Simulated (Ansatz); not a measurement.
# FGeH5O3: the cost of one run

Program: Ansatz 0.2.0. Level of theory: RKS r2SCANh-D4/def2-SVP. These are calculated values, not measurements.

## Step 1: The starting structure

Bond lengths: Ge1–O3 1.770 Å, O3–H4 1.010 Å, Ge1–O5 1.769 Å, O5–H6 1.010 Å, Ge1–F7 1.679 Å, Ge1–O8 2.070 Å, O8–H9 1.010 Å. Angles: Ge1–O3–H4 109.5°, O3–Ge1–O5 109.5°, O3–Ge1–F7 109.5°, O3–Ge1–O8 67.1°, O5–Ge1–F7 109.5°, O5–Ge1–O8 72.9°, F7–Ge1–O8 176.5°, Ge1–O5–H6 109.5°, Ge1–O8–H9 109.5°.

Coordinates:

```xyz
10

Ge    0.0000    0.0000    0.0000
H     0.0000    0.0000    1.9000
O     1.6691    0.0000   -0.5894
H     1.9855   -0.9521   -0.7061
O    -0.8337    1.4443   -0.5894
H    -1.7915    1.2136   -0.8118
F    -0.7913   -1.3709   -0.5594
O     1.0856    1.6372    0.6527
H     1.8625    1.3234    1.2167
H     0.5492    0.8282    1.8011
```

## Step 2: Pulling towards end A

Springs on the bonds that form and break draw the guess towards this end; the thresholds are loose.

File input.yaml:

```yaml
crystal:
  periodic: [false, false, false]
  atoms:
    - { symbol: Ge, position_ang: [0.0, 0.0, 0.0] }
    - { symbol: H, position_ang: [0.0, 0.0, 1.9] }
    - { symbol: O, position_ang: [1.6691, 0.0, -0.5894] }
    - { symbol: H, position_ang: [1.9855, -0.9521, -0.7061] }
    - { symbol: O, position_ang: [-0.8337, 1.4443, -0.5894] }
    - { symbol: H, position_ang: [-1.7915, 1.2136, -0.8118] }
    - { symbol: F, position_ang: [-0.7913, -1.3709, -0.5594] }
    - { symbol: O, position_ang: [1.0856, 1.6372, 0.6527] }
    - { symbol: H, position_ang: [1.8625, 1.3234, 1.2167] }
    - { symbol: H, position_ang: [0.5492, 0.8282, 1.8011] }
basis:
  gaussian: { orbitals: def2-SVP }
hamiltonian:
  xc: r2scanh
  dispersion: d4
relax:
  f_tol: 0.15
  max_steps: 25
  restrain:
    - { distance: [0, 7], at: 2.97, k: 30.0 }
    - { distance: [9, 1], at: 1.86, k: 30.0 }
    - { distance: [0, 1], at: 1.55, k: 30.0 }
    - { distance: [9, 7], at: 1.01, k: 30.0 }
```

Run with:

```sh
$ ansatz run input.yaml --threads 4 --pin off --max-ram 5120MiB --backend cpu --events-out ev --progress --plain --runs-dir out
```

**Question.** How long does this run take on 4 threads of Arm Neoverse V2, shared host, and how much memory does it need?

About 44 s, with a peak of 0.3 GiB.
